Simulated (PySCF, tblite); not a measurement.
# C₄H₃BF₂: geometry, infrared bands, NMR shifts and spin-spin couplings

Wanted: the infrared bands, NMR shifts and spin-spin couplings of C₄H₃BF₂ (`BC#C/C(F)=C/F`), by calculation.

Computed with tblite 0.8.0 and PySCF 2.14.0, with density-fitted response routines of our own, on a single molecule in the gas phase. Atoms are numbered from 0 throughout.

**1. Starting geometry**

10 atoms, charge 0, multiplicity 1; geometry from: force field or distance geometry start.

Bonds of the start (Å): B0–C1 1.54, C1–C2 1.19, C2–C3 1.45, C3–F4 1.37, C3–C5 1.33, C5–F6 1.35, B0–H7 1.17, B0–H8 1.18, C5–H9 1.08.

**2. Optimising the geometry with GFN2-xTB**

Job settings and geometry (Å):

```
{"job": {"kind": "relax", "xc": "GFN2-xTB", "basis": "xTB"}, "charge": 0, "multiplicity": 1}
B      2.741700     0.421000     0.391000
C      1.251600     0.020300     0.318100
C      0.104700    -0.308300     0.280900
C     -1.290100    -0.680100     0.209000
F     -1.616100    -2.005500     0.234700
C     -2.249400     0.234600     0.150500
F     -3.546900    -0.131400     0.093100
H      3.581400    -0.399200     0.376500
H      3.034000     1.564000     0.403400
H     -2.001900     1.289200     0.149100
```

Started as:

```
> OMP_NUM_THREADS=1 python probes_run.py task.json out
```

This one command runs all jobs of the session in turn.

**Question.** This job is followed by: GFN2-xTB harmonic vibrations, gas phase; GIAO PBE0/pcSseg-1 NMR shielding, non-relativistic, gas phase; B3LYP/pcJ-1 indirect spin-spin coupling, non-relativistic, gas phase. Predict these results of the whole session: strongest single infrared mode (GFN2-xTB); zero-point energy (GFN2-xTB); 13C shifts against TMS (PBE0/pcSseg-1); 1H shifts against TMS (PBE0/pcSseg-1, means over atoms taken as alike); 11B shifts against BF3·OEt2 (PBE0/pcSseg-1); 19F shifts against CFCl3 (PBE0/pcSseg-1); surface potential, 1st and 99th percentile; largest coupling of the table (B3LYP/pcJ-1).

**Answer**, as computed:

| quantity | value |
| --- | --- |
| strongest single infrared mode (GFN2-xTB) | 1116 cm⁻¹, 215 km/mol |
| zero-point energy (GFN2-xTB) | 34.6 kcal/mol |
| 13C shifts against TMS (PBE0/pcSseg-1) | 160.4, 142.6, 141.8, 125.0 ppm |
| 1H shifts against TMS (PBE0/pcSseg-1, means over atoms taken as alike) | 7.28, 6.71 ppm |
| 11B shifts against BF3·OEt2 (PBE0/pcSseg-1) | 62.7 ppm |
| 19F shifts against CFCl3 (PBE0/pcSseg-1) | -112.7, -135.0 ppm |
| surface potential, 1st and 99th percentile | -0.62 V and 1.68 V |
| largest coupling of the table (B3LYP/pcJ-1) | 1J(C,F) C5–F6, -370.8 Hz |

Relaxing lowered the energy by 0.137 eV in 40 steps; the close pair that moved most is B0–C1, from 1.545 to 1.493 Å. All 24 modes are real, so the xTB geometry is a minimum. The strongest single mode, at 1116 cm⁻¹, moves mainly C5 and F6. GFN2-xTB is a fitted tight-binding method: band positions and strengths are rough. Its intensities can rank the bands wrongly. The most deshielded hydrogen is H9 (hydrogen on an alkene CH), at 7.28 ppm: olefinic region. By nearest atom (PBE0/pcSseg-1), the HOMO sits on C1, C3, C5 about 23 % each; F6 9 % and the LUMO on B0 32 %; C2 19 %. Of the pairs tabulated at B3LYP/pcJ-1, C5–F6 couples most strongly (-370.8 Hz; Fermi contact -337.2 Hz). Density functionals describe couplings to fluorine poorly, F–F couplings above all, so those rows are rough.
